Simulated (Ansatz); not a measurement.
# C7H6O2: the cost of one run

Method: the levels named in each step, in Ansatz 0.2.0.

### 1 The starting structure

Bond lengths (14 of 15 bonds, heavy atoms first): O1–C2 1.197 Å, C2–O3 1.300 Å, C2–C4 1.527 Å, C4–C5 1.391 Å, C5–C6 1.391 Å, C6–C7 1.387 Å, C7–C8 1.389 Å, C4–C9 1.390 Å, C8–C9 1.392 Å, O3–H10 0.976 Å, C5–H11 1.081 Å, C6–H12 1.081 Å, C7–H13 1.084 Å, C8–H14 1.082 Å. Angles (14 of 22 angles, heavy atoms first): O1–C2–O3 128.5°, O1–C2–C4 119.0°, O3–C2–C4 112.5°, C2–C4–C5 119.3°, C2–C4–C9 118.8°, C5–C4–C9 121.9°, C4–C5–C6 119.1°, C5–C6–C7 119.2°, C6–C7–C8 120.9°, C7–C8–C9 120.3°, C4–C9–C8 118.0°, C2–O3–H10 113.7°, C4–C5–H11 120.7°, C6–C5–H11 120.2°.

As a file:

```xyz
15

O     1.9657    1.5833    0.1592
C     1.6373    0.4364    0.0678
O     2.3937   -0.6196    0.0162
C     0.1501    0.0920    0.0503
C    -0.7518    0.9926   -0.5081
C    -2.0798    0.6096   -0.6686
C    -2.5004   -0.6058   -0.1485
C    -1.5925   -1.4929    0.4148
C    -0.2613   -1.1235    0.5835
H     3.3489   -0.4190    0.0415
H    -0.4278    1.9763   -0.8195
H    -2.7722    1.2767   -1.1619
H    -3.5572   -0.8474   -0.1436
H    -1.8992   -2.4853    0.7192
H     0.4367   -1.7905    1.0674
```

### 2 A rough first relaxation, PBE-D4/def2-SVP

The input, input.yaml:

```yaml
crystal:
  periodic: [false, false, false]
  atoms:
    - { symbol: O, position_ang: [1.96574, 1.58329, 0.15924] }
    - { symbol: C, position_ang: [1.63726, 0.43635, 0.06775] }
    - { symbol: O, position_ang: [2.39369, -0.61956, 0.01623] }
    - { symbol: C, position_ang: [0.15006, 0.09204, 0.05031] }
    - { symbol: C, position_ang: [-0.75175, 0.9926, -0.50815] }
    - { symbol: C, position_ang: [-2.07979, 0.60959, -0.66856] }
    - { symbol: C, position_ang: [-2.50036, -0.60584, -0.14848] }
    - { symbol: C, position_ang: [-1.59253, -1.49295, 0.41477] }
    - { symbol: C, position_ang: [-0.26132, -1.12345, 0.58354] }
    - { symbol: H, position_ang: [3.3489, -0.41899, 0.04147] }
    - { symbol: H, position_ang: [-0.42776, 1.97633, -0.81946] }
    - { symbol: H, position_ang: [-2.77222, 1.2767, -1.16186] }
    - { symbol: H, position_ang: [-3.55723, -0.84744, -0.14358] }
    - { symbol: H, position_ang: [-1.89919, -2.48533, 0.71922] }
    - { symbol: H, position_ang: [0.43669, -1.79045, 1.06736] }
magnetization:
  spin_polarized: true
  initial_magnetization: 1
total_charge: 1
basis:
  gaussian: { orbitals: def2-SVP }
hamiltonian:
  xc: pbe
  dispersion: d4
relax:
  f_tol: 0.03
  max_steps: 200
```

Started as:

```sh
ansatz run input.yaml --threads 4 --pin off --max-ram 10240MiB --backend cpu --events-out ev --progress --plain --runs-dir out
```

**Question.** How long does this run take on 4 threads of Arm Neoverse N1, shared host, and how much memory does it need?

About 69 s, with a peak of 0.31 GiB.
